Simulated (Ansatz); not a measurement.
# AlBClFH₅NSi: a ladder of functionals and wavefunction methods

How much do the methods differ for AlBClFH₅NSi? The plan is to run it at one geometry with functionals of several rungs and with coupled cluster. The yardstick is the atomisation energy at the CCSD(T) limit.

Method: functionals in def2-TZVPP, the program's frozen cores in correlated methods; program: Ansatz 0.2.0, Gaussian basis.

Levels to be run: LDA (SPW92), PBE-D4, revPBE-D4, BLYP-D4, r2SCAN-D4, B97M-V, PBE0-D4, B3LYP-D4, r2SCANh-D4, r2SCAN0-D4, HSE06-D4, BHLYP-D4, CAM-B3LYP-D4, LC-ωPBE, ωB97X-V, ωB97M-V, B2PLYP, PBE-QIDH; CCSD(T)/def2-SVP; CCSD(T)/def2-TZVPP; MP2/def2-QZVPP; extrapolation to the limit; RPA on PBE.

**1. Structure used throughout**

All runs share one geometry, relaxed beforehand with PBE0-D4 in a triple-zeta def2 set.

SMILES `B[NH][AlH][SiH](F)Cl`, 11 atoms, charge 0, spin multiplicity 1.

Atoms are counted from 1 here; the program's logs count them from 0.

Bond lengths: B1–N2 1.405 Å, B1–H7 1.199 Å, B1–H8 1.202 Å, N2–Al3 1.799 Å, N2–H9 1.011 Å, Al3–Si4 2.464 Å, Al3–H10 1.585 Å, Si4–F5 1.601 Å, Si4–Cl6 2.062 Å, Si4–H11 1.486 Å. Angles: N2–B1–H7 121.1°, N2–B1–H8 118.4°, H7–B1–H8 120.5°, B1–N2–Al3 122.8°, B1–N2–H9 116.4°, Al3–N2–H9 120.9°, N2–Al3–Si4 117.2°, N2–Al3–H10 118.6°, Si4–Al3–H10 124.1°, Al3–Si4–F5 112.7°, Al3–Si4–Cl6 107.7°, Al3–Si4–H11 116.6°, F5–Si4–Cl6 107.9°, F5–Si4–H11 105.9°, Cl6–Si4–H11 105.6°.

**2. LDA**

This LDA is Slater exchange with PW92 correlation.

in.yaml

```yaml
crystal:
  periodic: [false, false, false]
  atoms:
    - {symbol: B, position_ang: [0.034793, -0.672149, -1.844111]}
    - {symbol: N, position_ang: [0.144915, -1.514526, -0.725127]}
    - {symbol: Al, position_ang: [0.175567, -0.892247, 0.962177]}
    - {symbol: Si, position_ang: [-0.007321, 1.545671, 1.268981]}
    - {symbol: F, position_ang: [1.015519, 2.362006, 0.347172]}
    - {symbol: Cl, position_ang: [-1.920853, 2.101788, 0.739637]}
    - {symbol: H, position_ang: [0.002383, -1.120462, -2.955276]}
    - {symbol: H, position_ang: [-0.026525, 0.513958, -1.662435]}
    - {symbol: H, position_ang: [0.191370, -2.507241, -0.912946]}
    - {symbol: H, position_ang: [0.264961, -1.934052, 2.153103]}
    - {symbol: H, position_ang: [0.190492, 2.060256, 2.649324]}
basis:
  gaussian: {orbitals: def2-TZVPP}
hamiltonian: {xc: lda}
output: {orbitals: {seedname: orbitals}}
```

Run with:

```bash
$ ansatz run in.yaml --threads 4 --pin off --events-out ev --progress --plain --max-ram 10444MiB
```

The runs that follow: PBE-D4 (GGA); revPBE-D4 (GGA); BLYP-D4 (GGA); r2SCAN-D4 (meta-GGA); B97M-V (meta-GGA); PBE0-D4 (hybrid); B3LYP-D4 (hybrid); r2SCANh-D4 (hybrid); r2SCAN0-D4 (hybrid); HSE06-D4 (hybrid); BHLYP-D4 (hybrid); CAM-B3LYP-D4 (range-separated); LC-ωPBE (range-separated); ωB97X-V (range-separated); ωB97M-V (range-separated); B2PLYP (double hybrid); PBE-QIDH (double hybrid); CCSD(T) in def2-SVP; CCSD(T) in def2-TZVPP; MP2 in def2-QZVPP; RPA on PBE orbitals.

**Question.** What will the summary of the whole plan be? Wanted: atomisation energy, CCSD(T)/CBS; farthest beyond LDA; mean size of error, GGA; mean size of error, meta-GGA; mean size of error, hybrid; mean size of error, range-separated; mean size of error, double hybrid; gap, smallest and largest; T1 diagnostic.

As calculated:

```
                               quantity                                                            value
        atomisation energy, CCSD(T)/CBS                                                    3795.3 kJ/mol
 functionals within 19.0 kJ/mol (0.5 %)  BLYP-D4, r2SCAN-D4, B3LYP-D4, r2SCANh-D4, CAM-B3LYP-D4, ωB97M-V
                    farthest beyond LDA                                          BHLYP-D4 (-87.4 kJ/mol)
                mean size of error, GGA                                                      36.9 kJ/mol
           mean size of error, meta-GGA                                                      20.9 kJ/mol
             mean size of error, hybrid                                                      33.1 kJ/mol
    mean size of error, range-separated                                                      20.2 kJ/mol
      mean size of error, double hybrid                                                      41.3 kJ/mol
              gap, smallest and largest                        3.64 eV (LDA (SPW92)), 10.39 eV (LC-ωPBE)
                          T1 diagnostic                                                           0.0119
triples share of the correlation energy                                                            3.6 %
```

**Reading.** LDA overbinds by 477.3 kJ/mol (13 %). PBE-D4 is off by +30.5 kJ/mol. Double hybrids carry the basis error of their MP2 part in triple zeta, and no dispersion term here, so their miss is partly the set-up's. Taken by rung, range-separated functionals do best (20.2 kJ/mol on average) and double hybrid ones worst beyond LDA (41.3 kJ/mol). GGA functionals lie within the reference's doubt of that worst mean (36.9 kJ/mol), so those two tie. The gap between the best rungs is small, so their order is not settled. The reference freezes the cores and leaves out relativity and excitations past (T), so misses under about 19.0 kJ/mol can't be ranked. Hartree-Fock recovers 75 % of the binding; the rest is correlation. CCSD(T) in def2-SVP is off by -275.9 kJ/mol, more than most functionals: a good method in a small basis is no reference. The gap grows from 3.6 to 10.4 eV across the functionals, mostly with the share of exact exchange.
